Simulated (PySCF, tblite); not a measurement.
# C6H7OSi radical: geometry, infrared bands and EPR parameters

Wanted: the infrared bands and EPR parameters of C6H7OSi radical (`C#CC(=[C]C=C)O[SiH3]`), by calculation.

Computed with tblite 0.8.0 and PySCF 2.14.0, with density-fitted response routines of our own, on a single molecule in the gas phase. Atoms count from 0, in the outputs and in this text.

## 1. The starting structure

15 atoms, charge 0, multiplicity 2; geometry from: force field or distance geometry start.

Bonds of the start (Å): C0–C1 1.21, C1–C2 1.42, C2–C3 1.27, C3–C4 1.43, C4–C5 1.31, C2–O6 1.44, O6–Si7 1.74, C0–H8 1.06, C4–H9 1.10, C5–H10 1.11, C5–H11 1.07, Si7–H12 1.45, Si7–H13 1.47, Si7–H14 1.49.

## 2. Relaxing the molecule with GFN2-xTB

Job settings and geometry (Å):

```
{"job": {"kind": "relax", "xc": "GFN2-xTB", "basis": "xTB"}, "charge": 0, "multiplicity": 2}
C      0.637700     2.474100     1.078300
C      0.221200     1.561500     0.396400
C     -0.261200     0.481200    -0.388500
C      0.271100    -0.629100    -0.692500
C      1.530700    -1.170900    -0.302900
C      2.461000    -0.629000     0.439000
O     -1.565900     0.718000    -0.941200
Si    -2.744000    -0.524300    -0.606500
H      1.003600     3.277500     1.661600
H      1.775300    -2.174400    -0.689100
H      3.386500    -1.205600     0.619800
H      2.426500     0.327400     0.911800
H     -2.014200    -1.746900    -0.348800
H     -3.459800    -0.102400     0.607900
H     -3.673100    -0.649000    -1.767100
```

Started as:

```bash
OMP_NUM_THREADS=1 python probes_run.py task.json out
```

This one command runs all jobs of the session in turn.

What it wrote:

```text
step      E/eV     max force
  0    -599.23239    4.918
  1    -599.46434    3.342
  2    -599.59456    3.391
  3    -599.65220    2.455
  4    -599.72463    0.541
  5    -599.75254    0.387
  6    -599.79352    0.494
  7    -599.80884    0.353
  8    -599.82690    0.287
  9    -599.83749    0.285
 10    -599.84530    0.269
 11    -599.85010    0.194
 12    -599.85486    0.205
 13    -599.86096    0.303
 14    -599.86687    0.247
 15    -599.87227    0.214
 16    -599.87870    0.229
 17    -599.88665    0.323
 18    -599.89418    0.342
 19    -599.90011    0.239
 20    -599.90538    0.201
 21    -599.91036    0.205
 22    -599.91518    0.233
 23    -599.92004    0.197
 24    -599.92553    0.208
 25    -599.93351    0.294
 26    -599.94562    0.440
 27    -599.96024    0.459
 28    -599.97487    0.351
 29    -599.98902    0.278
 30    -600.00163    0.323
 31    -600.01322    0.427
 32    -600.02694    0.435
 33    -600.04279    0.306
 34    -600.06589    0.513
 35    -600.07793    0.474
 36    -600.09873    0.454
 37    -600.12115    0.366
 38    -600.13734    0.581
 39    -600.16699    0.645
 40    -600.17982    0.512
 41    -600.20985    0.688
 42    -600.22472    0.293
 43    -600.24349    0.315
 44    -600.25790    0.347
 45    -600.27750    0.322
 46    -600.28665    0.182
 47    -600.29208    0.238
 48    -600.29569    0.211
 49    -600.29975    0.234
 50    -600.30620    0.181
 51    -600.30926    0.152
 52    -600.31160    0.122
 53    -600.31306    0.121
 54    -600.31481    0.107
 55    -600.31716    0.132
 56    -600.31953    0.132
 57    -600.32132    0.111
 58    -600.32286    0.113
 59    -600.32464    0.135
 60    -600.32763    0.142
 61    -600.33103    0.145
 62    -600.33442    0.158
 63    -600.33798    0.177
 64    -600.34228    0.218
 65    -600.34722    0.194
 66    -600.35208    0.449
 67    -600.35671    0.224
 68    -600.36355    0.253
 69    -600.37163    0.194
 70    -600.37779    0.183
 71    -600.38629    0.200
 72    -600.39273    0.169
 73    -600.39847    0.242
 74    -600.40245    0.317
 75    -600.40617    0.150
 76    -600.40897    0.222
 77    -600.41124    0.147
 78    -600.41244    0.184
 79    -600.41388    0.336
 80    -600.41542    0.118
 81    -600.41625    0.132
 82    -600.41703    0.089
 83    -600.41757    0.069
 84    -600.41799    0.071
 85    -600.41869    0.057
 86    -600.41921    0.061
 87    -600.41957    0.060
 88    -600.41984    0.048
 89    -600.42021    0.048
 90    -600.42074    0.055
 91    -600.42131    0.082
 92    -600.42179    0.073
 93    -600.42220    0.074
 94    -600.42272    0.070
 95    -600.42346    0.066
 96    -600.42446    0.116
 97    -600.42537    0.098
 98    -600.42599    0.138
 99    -600.42644    0.071
100    -600.42693    0.050
101    -600.42739    0.104
102    -600.42799    0.132
103    -600.42861    0.100
104    -600.42906    0.045
105    -600.42937    0.045
106    -600.42969    0.063
107    -600.43005    0.077
108    -600.43041    0.067
109    -600.43072    0.055
110    -600.43098    0.051
111    -600.43120    0.047
112    -600.43144    0.044
113    -600.43170    0.036
114    -600.43196    0.051
115    -600.43222    0.053
116    -600.43250    0.049
117    -600.43282    0.042
118    -600.43319    0.052
119    -600.43365    0.059
120    -600.43429    0.084
121    -600.43509    0.084
122    -600.43590    0.068
123    -600.43653    0.072
124    -600.43705    0.045
125    -600.43751    0.043
126    -600.43797    0.046
127    -600.43826    0.065
128    -600.43867    0.050
129    -600.43900    0.057
130    -600.43965    0.049
131    -600.44032    0.052
132    -600.44128    0.064
133    -600.44154    0.143
134    -600.44237    0.072
135    -600.44275    0.049
136    -600.44312    0.044
137    -600.44345    0.042
138    -600.44376    0.037
139    -600.44398    0.058
140    -600.44418    0.043
141    -600.44437    0.039
142    -600.44452    0.027
143    -600.44463    0.028
144    -600.44476    0.045
145    -600.44495    0.062
146    -600.44518    0.055
147    -600.44539    0.028
148    -600.44553    0.035
149    -600.44563    0.036
150    -600.44582    0.040
151    -600.44630    0.090
152    -600.44703    0.083
153    -600.44814    0.158
154    -600.44968    0.178
155    -600.45158    0.114
156    -600.45281    0.068
157    -600.45369    0.071
158    -600.45440    0.089
159    -600.45509    0.159
160    -600.45622    0.105
161    -600.45758    0.103
162    -600.45901    0.098
163    -600.45941    0.080
164    -600.46026    0.069
165    -600.46093    0.088
166    -600.46134    0.103
167    -600.46135    0.103
168    -600.46180    0.042
169    -600.46203    0.035
170    -600.46230    0.033
171    -600.46281    0.044
172    -600.46325    0.053
173    -600.46394    0.077
174    -600.46469    0.094
175    -600.46537    0.120
176    -600.46621    0.127
177    -600.46695    0.075
178    -600.46782    0.056
179    -600.46866    0.082
180    -600.46926    0.089
181    -600.46979    0.069
182    -600.47030    0.083
183    -600.47102    0.120
184    -600.47183    0.102
185    -600.47325    0.086
186    -600.47442    0.052
187    -600.47502    0.083
188    -600.47568    0.052
189    -600.47587    0.029
190    -600.47604    0.022
191    -600.47617    0.022
192    -600.47624    0.033
193    -600.47627    0.021
194    -600.47631    0.013
195    -600.47635    0.024
196    -600.47637    0.019
197    -600.47637    0.009
```

It took 1.1 s on 1 thread of Arm Neoverse V2, shared host.

Along the way: (not every step is listed)

```
step  energy from step 0 (eV)  largest force (eV/Å)
   0                   0.0000                4.9183
   1                  -0.2319                3.3421
   2                  -0.3622                3.3915
   3                  -0.4198                2.4552
   4                  -0.4922                0.5410
   5                  -0.5201                0.3869
   6                  -0.5611                0.4944
   7                  -0.5765                0.3532
   8                  -0.5945                0.2871
  26                  -0.7132                0.4404
  44                  -1.0255                0.3470
  62                  -1.1020                0.1581
  80                  -1.1830                0.1179
  98                  -1.1936                0.1381
 116                  -1.2001                0.0486
 134                  -1.2100                0.0720
 152                  -1.2146                0.0835
 170                  -1.2299                0.0332
 188                  -1.2433                0.0522
 192                  -1.2438                0.0330
 193                  -1.2439                0.0211
 194                  -1.2439                0.0130
 195                  -1.2440                0.0236
 196                  -1.2440                0.0187
 197                  -1.2440                0.0086
```

Distances of close pairs at the start and the end, largest changes first:

```
   bond  before (Å)  after (Å)  change (Å)
 O6–Si7       1.744      1.624      -0.120
  C3–C4       1.425      1.348      -0.078
  C2–O6       1.437      1.367      -0.069
  C4–C5       1.307      1.373      +0.066
  C2–C3       1.268      1.305      +0.037
 C5–H10       1.105      1.074      -0.031
Si7–H14       1.492      1.465      -0.027
Si7–H13       1.471      1.453      -0.018
```

The end geometry stands in the next job.

## 3. Vibrational analysis with GFN2-xTB

Job settings and geometry (Å):

```
{"job": {"kind": "ir", "xc": "GFN2-xTB", "basis": "xTB"}, "charge": 0, "multiplicity": 2}
C      0.229600     3.386497     0.600288
C     -0.000334     2.240491     0.326746
C     -0.305227     0.886433     0.004343
C      0.654283     0.040379    -0.253727
C      1.641270    -0.839014    -0.516735
C      2.261186    -1.622241     0.425675
O     -1.641148     0.596030    -0.007039
Si    -2.403456    -0.804198    -0.318179
H      0.443667     4.385531     0.838913
H      1.964546    -0.924458    -1.550529
H      3.039679    -2.308766     0.149450
H      1.982083    -1.568003     1.462568
H     -1.974883    -1.848489     0.614543
H     -3.771852    -0.358560    -0.114414
H     -2.123827    -1.253641    -1.683814
```

What it wrote:

```text
mode    cm-1     km/mol
  1      45.9      0.26
  2      56.2      1.50
  3      93.7      0.22
  4     104.0      0.35
  5     131.9      0.05
  6     153.8      0.22
  7     192.7      0.36
  8     261.7      0.67
  9     422.0      0.56
 10     447.5      5.28
 11     477.2      2.30
 12     500.2      0.75
 13     537.4      0.73
 14     589.5     21.44
 15     602.4     68.36
 16     649.2     30.88
 17     660.8      9.51
 18     691.3     83.60
 19     746.4    205.40
 20     752.7     27.76
 21     798.2    319.23
 22     829.0    243.83
 23     904.3    109.17
 24     914.3     27.51
 25     999.1     25.95
 26    1156.8    138.76
 27    1177.4    305.80
 28    1252.4      2.15
 29    1364.5     12.23
 30    1457.7      0.71
 31    1889.5     31.33
 32    2236.6    405.10
 33    2245.1      3.87
 34    2264.7    141.35
 35    2352.0    248.10
 36    2992.6     33.73
 37    3120.7      9.54
 38    3159.3     29.54
 39    3391.2     10.49
```

Run time: 0.42 s. Hardware: 1 thread of Arm Neoverse V2, shared host.

The strongest bands and the atoms that carry them (share of the mass-weighted mode):

```
cm⁻¹  km/mol                               atoms
 746   205.4        H13 57 %, H12 17 %, H14 16 %
 798   319.2        H14 33 %, H12 31 %, H13 29 %
 829   243.8                  H12 43 %, H14 43 %
1157   138.8                    C2 58 %, O6 13 %
1177   305.8  C2 35 %, O6 24 %, H9 19 %, C4 10 %
2237   405.1                  H14 53 %, H12 43 %
2265   141.3                  H12 54 %, H14 44 %
2352   248.1                            H13 97 %
```

## 4. g tensor and hyperfine couplings: B3LYP/pcH-1

Same as in step 3 but for these lines:

```diff
@@ -1,2 +1,2 @@
-{"job": {"kind": "ir", "xc": "GFN2-xTB", "basis": "xTB"}, "charge": 0, "multiplicity": 2}
+{"job": {"kind": "epr", "basis": "pcH-1"}, "charge": 0, "multiplicity": 2}
 C      0.229600     3.386497     0.600288
```

With the program's defaults for keys left out, this is: UKS B3LYP, pcH-1 on C H O Si, non-relativistic, mean-field spin-orbit, GIAO.

What it wrote:

```text
UKS, coarse grid
  cycle   1  E = -597.33392935  |g| = 5.44e-01
  cycle   2  E = -597.16133985  |g| = 8.78e-01
  cycle   3  E = -597.43176182  |g| = 1.59e-01
  cycle   4  E = -597.44174154  |g| = 6.16e-02
  cycle   5  E = -597.44342810  |g| = 2.73e-02
  cycle   6  E = -597.44383175  |g| = 7.30e-03
  cycle   7  E = -597.44386792  |g| = 6.06e-03
  cycle   8  E = -597.44389399  |g| = 2.95e-03
  cycle   9  E = -597.44390048  |g| = 1.55e-03
  cycle  10  E = -597.44390361  |g| = 4.81e-04
UKS, final grid
  cycle   1  E = -597.44386950  |g| = 6.22e-04
  cycle   2  E = -597.44386920  |g| = 1.15e-03
  cycle   3  E = -597.44386988  |g| = 2.26e-04
  cycle   4  E = -597.44386993  |g| = 1.40e-04
  cycle   5  E = -597.44387000  |g| = 8.39e-05
  cycle   6  E = -597.44387001  |g| = 2.02e-05
E = -597.44387001 Eh   <S^2> = 0.7778 (exact 0.7500)
g shifts (ppm)      1          2          3
  rmc          -152       -152       -152
  gc             13         45         40
  oz_so         -59        406        439
  total        -197        300        327
hyperfine (MHz)  atom isotope    a_iso     a_fc   dipolar eigenvalues
    0   13C       6.20       6.19     -6.75     -1.46      8.21
    1   13C      40.19      40.19     -4.34     -0.01      4.35
    2   13C     -31.41     -31.41    -10.67      2.91      7.76
    3   13C      56.53      56.60    -54.95    -39.75     94.70
    4   13C     -51.06     -51.09    -28.72     11.32     17.39
    5   13C      60.61      60.68    -53.11    -51.50    104.61
    6   17O     -20.84     -20.83    -14.45      5.56      8.88
    7  29Si       0.70       0.70     -0.77      0.06      0.71
    8    1H      -1.25      -1.25     -2.25      0.13      2.13
    9    1H      17.38      17.38     -5.21     -1.28      6.50
   10    1H     -42.85     -42.86    -25.85     -0.63     26.48
   11    1H     -41.79     -41.80    -22.33     -2.00     24.33
   12    1H      -0.48      -0.48     -1.78     -1.07      2.85
   13    1H      -0.60      -0.61     -0.85     -0.47      1.31
   14    1H      -0.07      -0.07     -1.39     -1.27      2.67
```

It took 93 s on 1 thread of Arm Neoverse V2, shared host; peak memory 0.96 GiB.

Principal g values 2.00212, 2.00262, 2.00265; g(iso) = 2.00246, against 2.00232 for a free electron.

Mean a(iso) over the nuclei that a row names, and the largest dipolar term of the row (other rows stand at the frozen geometry):

```
       nuclei  isotope  a(iso) (MHz)  a(iso) (G, at g = 2.0023)  largest dipolar term (MHz)
           C5      13C          60.6                       21.6                       104.6
           C3      13C          56.5                       20.2                        94.7
           C4      13C         -51.1                      -18.2                       -28.7
          H10       1H         -42.9                      -15.3                        26.5
          H11       1H         -41.8                      -14.9                        24.3
           C1      13C          40.2                       14.3                         4.4
           C2      13C         -31.4                      -11.2                       -10.7
           O6      17O         -20.8                       -7.4                       -14.4
           H9       1H          17.4                        6.2                         6.5
           C0      13C           6.2                        2.2                         8.2
           H8       1H          -1.2                       -0.4                        -2.3
          Si7     29Si           0.7                        0.3                        -0.8
H12, H13, H14       1H          -0.4                       -0.1                         2.8
```

Mulliken spin populations:

C0 0.02; C1 0.01; C2 -0.07; C3 0.62; C4 -0.26; C5 0.70; O6 0.03; Si7 0.00; H8 0.00; H9 0.01; H10 -0.03; H11 -0.03; H12 0.00; H13 0.00; H14 0.00

In first order the couplings over 0.8 MHz of 1H give 16 distinct lines over 36.9 G, if the averaged nuclei exchange fast.

Orbitals, density, ELF and potential are computed afterwards from the orbital file.

ELF in a plane through or near 9 of the atoms.

Values, 10 rows by 14 columns:
```
0.00 0.00 0.00 0.00 0.00 0.00 0.00 0.00 0.00 0.00 0.00 0.00 0.00 0.00
0.00 0.00 0.00 0.00 0.00 0.00 0.00 0.00 0.01 0.29 0.22 0.00 0.00 0.00
0.00 0.00 0.00 0.00 0.00 0.00 0.00 0.20 0.46 0.99 0.99 0.04 0.00 0.00
0.00 0.00 0.00 0.10 0.18 0.02 0.02 0.42 0.87 0.47 0.59 0.07 0.00 0.00
0.00 0.02 0.91 0.85 0.75 0.44 0.69 0.60 0.89 0.28 0.08 0.00 0.00 0.00
0.00 0.03 0.95 0.90 0.74 0.46 0.67 0.31 0.78 0.90 0.39 0.00 0.00 0.00
0.00 0.00 0.00 0.11 0.25 0.02 0.01 0.23 0.10 0.22 0.18 0.12 0.00 0.00
0.00 0.00 0.00 0.00 0.00 0.00 0.17 0.58 0.08 0.99 1.00 0.75 0.00 0.00
0.00 0.00 0.00 0.00 0.00 0.00 0.00 0.01 0.02 0.17 0.42 0.01 0.00 0.00
0.00 0.00 0.00 0.00 0.00 0.00 0.00 0.00 0.00 0.00 0.00 0.00 0.00 0.00
```
The map spans 12.8 Å across and 12.6 Å up, centred on the molecule. Atoms in the plane (x, y in Å): C0 (2.0, 2.8), C1 (1.5, 1.7), C2 (0.8, 0.5), C5 (-2.8, 0.3), O6 (1.6, -0.6), Si7 (1.3, -2.2), H8 (2.5, 3.7), H10 (-3.8, 0.2), H13 (2.6, -2.7).

log10 of the density (e/Å³) in the same plane.

Ten even steps from ' ' (-4.0) to '@' (1.6):
```
                                                        
                                    ....                
                              ..::::----::..            
                          ..::----==++++++--::          
                          ::--==++**####**==::..        
            ............::--==++**##@@##**==::..        
        ..::::--------------++**######**++==::..        
      ..----====++++====++++++**%%%%##**==--::..        
    ..--==++****##**********########++==----..          
    ::--++######%%############%%##**++==--::            
    ::--==++********************##@@##**==--            
    ..::--====++++++========++**##%%##++==--..          
        ..::--------------==++**####**++==--::..        
              ......::--==++**##@@%%####**++--::        
                    ..::--==++********##**==--::        
                      ..::--========++====--::..        
                        ..::::::--------::::..          
                                ..........              
                                                        
                                                        
```
The map spans 12.8 Å across and 12.6 Å up, centred on the molecule. Atoms in the plane (x, y in Å): C0 (2.0, 2.8), C1 (1.5, 1.7), C2 (0.8, 0.5), C5 (-2.8, 0.3), O6 (1.6, -0.6), Si7 (1.3, -2.2), H8 (2.5, 3.7), H10 (-3.8, 0.2), H13 (2.6, -2.7).

On the surface of density 0.002 e/bohr³ the electrostatic potential runs, from the 1st to the 99th percentile, from -1.07 V near O6 to 1.54 V near H8.

The spin density lies nearest to C3, C5 about 34 % each; C4 9 % (beta excess).

## 5. Outcome

| quantity | value |
| --- | --- |
| strongest single infrared mode (GFN2-xTB) | 2237 cm⁻¹, 405 km/mol |
| zero-point energy (GFN2-xTB) | 60.9 kcal/mol |
| g(iso) (B3LYP) | 2.00246 |
| ⟨S²⟩ | 0.778 (exact 0.75) |
| largest a(iso) (averaged by class) | 13C on C5, 60.6 MHz |
| surface potential, 1st and 99th percentile | -1.07 V and 1.54 V |

Over 197 steps the energy fell by 1.244 eV; of the close pairs, O6–Si7 changed most, 1.744 to 1.624 Å. All 39 modes are real, so the xTB geometry is a minimum. The strongest single mode, at 2237 cm⁻¹, moves mainly H14 and H12. GFN2-xTB is a fitted tight-binding method: band positions and strengths are rough. Its intensities can rank the bands wrongly. The largest spin populations lie on C5 (0.70 e), C3 (0.62 e). The isotropic g lies 0.1 ppt above the free-electron value.
